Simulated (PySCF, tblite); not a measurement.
# C6H5ClO2S: geometry, infrared bands and NMR shifts

Wanted: the infrared bands and NMR shifts of C6H5ClO2S (`COc1ccsc1C(=O)Cl`), by calculation.

Programs: tblite 0.8.0 and PySCF 2.14.0, with density-fitted response routines of our own. Each step states its level of theory. These are calculated values for one molecule in the gas phase, unless marked as measured. Atoms are numbered from 0 throughout.

### Step 1. The starting structure

15 atoms, charge 0, multiplicity 1; geometry from: force field or distance geometry start.

Bonds of the start (Å): C0–O1 1.38, O1–C2 1.43, C2–C3 1.35, C3–C4 1.35, C4–S5 1.81, S5–C6 1.71, C6–C7 1.46, C7–O8 1.25, C7–Cl9 1.76, C6–C2 1.36, C0–H10 1.11, C0–H11 1.13, C0–H12 1.11, C3–H13 1.12, C4–H14 1.09.

### Step 2. Relaxing the molecule with GFN2-xTB

Job settings and geometry (Å):

```
{"job": {"kind": "relax", "xc": "GFN2-xTB", "basis": "xTB"}, "charge": 0, "multiplicity": 1}
C     -2.134100    -0.898600     0.335800
O     -0.763400    -1.010100     0.243700
C      0.129500     0.073900    -0.016800
C     -0.331100     1.329000    -0.229500
C      0.555200     2.321700    -0.470700
S      2.113300     1.393900    -0.424400
C      1.466900    -0.153300    -0.082400
C      2.160000    -1.424200     0.113700
O      1.546800    -2.488100     0.357000
Cl     3.909100    -1.383100    -0.029300
H     -2.459200    -0.537400     1.334400
H     -2.555600    -1.922900     0.138800
H     -2.554500    -0.231200    -0.449800
H     -1.420600     1.565800    -0.186400
H      0.333300     3.372700    -0.656100
```

On the command line:

```
> OMP_NUM_THREADS=1 python probes_run.py task.json out
```

The driver reads the jobs from task.json and runs them one after another.

**Question.** This job is followed by: GFN2-xTB harmonic vibrations, gas phase; GIAO PBE0/pcSseg-1 NMR shielding, non-relativistic, gas phase. Predict these results of the whole session: strongest single infrared mode (GFN2-xTB); zero-point energy (GFN2-xTB); 13C shifts against TMS (PBE0/pcSseg-1); 1H shifts against TMS (PBE0/pcSseg-1, means over atoms taken as alike); 17O shifts against H2O (PBE0/pcSseg-1); 33S shifts against CS2 (PBE0/pcSseg-1); 35Cl shifts against HCl (PBE0/pcSseg-1); surface potential, 1st and 99th percentile.

The runs gave:

```
                                                              quantity                                        value
                             strongest single infrared mode (GFN2-xTB)                        1803 cm⁻¹, 460 km/mol
                                          zero-point energy (GFN2-xTB)                                60.5 kcal/mol
                                13C shifts against TMS (PBE0/pcSseg-1)  170.0, 161.7, 146.2, 123.5, 118.1, 58.8 ppm
1H shifts against TMS (PBE0/pcSseg-1, means over atoms taken as alike)                         7.44, 6.65, 4.10 ppm
                                17O shifts against H2O (PBE0/pcSseg-1)                             534.6, 126.1 ppm
                                33S shifts against CS2 (PBE0/pcSseg-1)                                      219 ppm
                               35Cl shifts against HCl (PBE0/pcSseg-1)                                      449 ppm
                                 surface potential, 1st and 99th percentile                           -1.68 V and 1.59 V
```

**Reading.** Over 63 steps the energy fell by 1.146 eV; of the close pairs, C4–S5 changed most, 1.814 to 1.705 Å. No mode is imaginary among the 39: a minimum at this level. The strongest single mode, at 1803 cm⁻¹, moves mainly C7 and O8. Unscaled tight-binding wavenumbers are off by several per cent, some by more. Its intensities can rank the bands wrongly. NICS(1)zz of -21 ppm above the planar ring from C2 marks a diatropic (aromatic) ring current. By nearest atom (PBE0/pcSseg-1), the HOMO sits on C6 23 %; O1 18 % and the LUMO on C4, C7 about 17 % each; S5 14 %.
